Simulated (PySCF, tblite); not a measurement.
# C₅H₇BCl₂O: geometry, infrared bands and NMR shifts

Wanted: the infrared bands and NMR shifts of C₅H₇BCl₂O (`C=C(CB(Cl)Cl)C(C)=O`), by calculation.

Programs: tblite 0.8.0 and PySCF 2.14.0, with density-fitted response routines of our own. Each step states its level of theory. These are calculated values for one molecule in the gas phase, unless marked as measured. Atoms are numbered from 0 throughout.

**1. The starting structure**

16 atoms, charge 0, multiplicity 1; geometry from: force field or distance geometry start.

Bonds of the start (Å): C0–C1 1.34, C1–C2 1.49, C2–B3 1.59, B3–Cl4 1.88, B3–Cl5 1.85, C1–C6 1.47, C6–C7 1.47, C6–O8 1.28, C0–H9 1.06, C0–H10 1.10, C2–H11 1.10, C2–H12 1.11, C7–H13 1.11, C7–H14 1.12, C7–H15 1.11.

**2. Relaxing the molecule with GFN2-xTB**

The job: settings as JSON, then the geometry in Å.

```
{"job": {"kind": "relax", "xc": "GFN2-xTB", "basis": "xTB"}, "charge": 0, "multiplicity": 1}
C      0.195900    -1.821200    -1.152600
C      0.166700    -0.608500    -0.580200
C     -1.076000     0.206200    -0.688400
B     -1.689100     0.538400     0.741900
Cl    -1.459900    -0.847500     1.992300
Cl    -3.341600     1.363600     0.670700
C      1.336200    -0.107900     0.154500
C      1.415900     1.193400     0.827300
O      2.355700    -0.880500     0.207800
H      1.089500    -2.379400    -1.043500
H     -0.692300    -2.180400    -1.693600
H     -1.870300    -0.318000    -1.246800
H     -0.769000     1.149500    -1.176700
H      2.463100     1.448600     1.104400
H      0.790500     1.273300     1.747400
H      1.076800     1.979200     0.124100
```

On the command line:

```sh
OMP_NUM_THREADS=1 python probes_run.py task.json out
```

One launch serves the whole session: the jobs run in the order shown.

**Question.** This job is followed by: GFN2-xTB harmonic vibrations, gas phase; GIAO PBE0/pcSseg-1 NMR shielding, non-relativistic, gas phase. Predict these results of the whole session: strongest single infrared mode (GFN2-xTB); zero-point energy (GFN2-xTB); ¹³C shifts against TMS (PBE0/pcSseg-1); ¹H shifts against TMS (PBE0/pcSseg-1, means over atoms taken as alike); ¹¹B shifts against BF3·OEt2 (PBE0/pcSseg-1); ³⁵Cl shifts against HCl (PBE0/pcSseg-1, means over atoms taken as alike); ¹⁷O shifts against H2O (PBE0/pcSseg-1); surface potential, 1st and 99th percentile.

**Answer**, as computed:

| quantity | value |
| --- | --- |
| strongest single infrared mode (GFN2-xTB) | 1738 cm⁻¹, 200 km/mol |
| zero-point energy (GFN2-xTB) | 69.7 kcal/mol |
| ¹³C shifts against TMS (PBE0/pcSseg-1) | 199.2, 148.6, 136.6, 41.0, 31.8 ppm |
| ¹H shifts against TMS (PBE0/pcSseg-1, means over atoms taken as alike) | 6.89, 5.66, 2.69, 2.06 ppm |
| ¹¹B shifts against BF3·OEt2 (PBE0/pcSseg-1) | 63.4 ppm |
| ³⁵Cl shifts against HCl (PBE0/pcSseg-1, means over atoms taken as alike) | 292 ppm |
| ¹⁷O shifts against H2O (PBE0/pcSseg-1) | 651.3 ppm |
| surface potential, 1st and 99th percentile | -1.65 V and 1.35 V |

**Reading.** The optimisation took 104 steps and gained 1.085 eV; among the close pairs (by a distance rule), B3–Cl4 changed most, from 1.881 to 1.717 Å. No mode is imaginary among the 42: a minimum at this level. The strongest single mode, at 1738 cm⁻¹, moves mainly C6 and O8. GFN2-xTB is a fitted tight-binding method: band positions and strengths are rough. Its intensities can rank the bands wrongly. The most deshielded carbon is C6 (ketone carbonyl carbon), at 199.2 ppm: the double bond to the heteroatom, with no lone-pair donor beside it, deshields it most. At PBE0/pcSseg-1: Shielding is most anisotropic at O8 (span 1250 ppm, paramagnetic term -714 ppm). By nearest atom (PBE0/pcSseg-1), the HOMO sits on O8 66 %; C1, C7 about 9 % each and the LUMO on B3 19 %; C0, C6 about 15 % each.
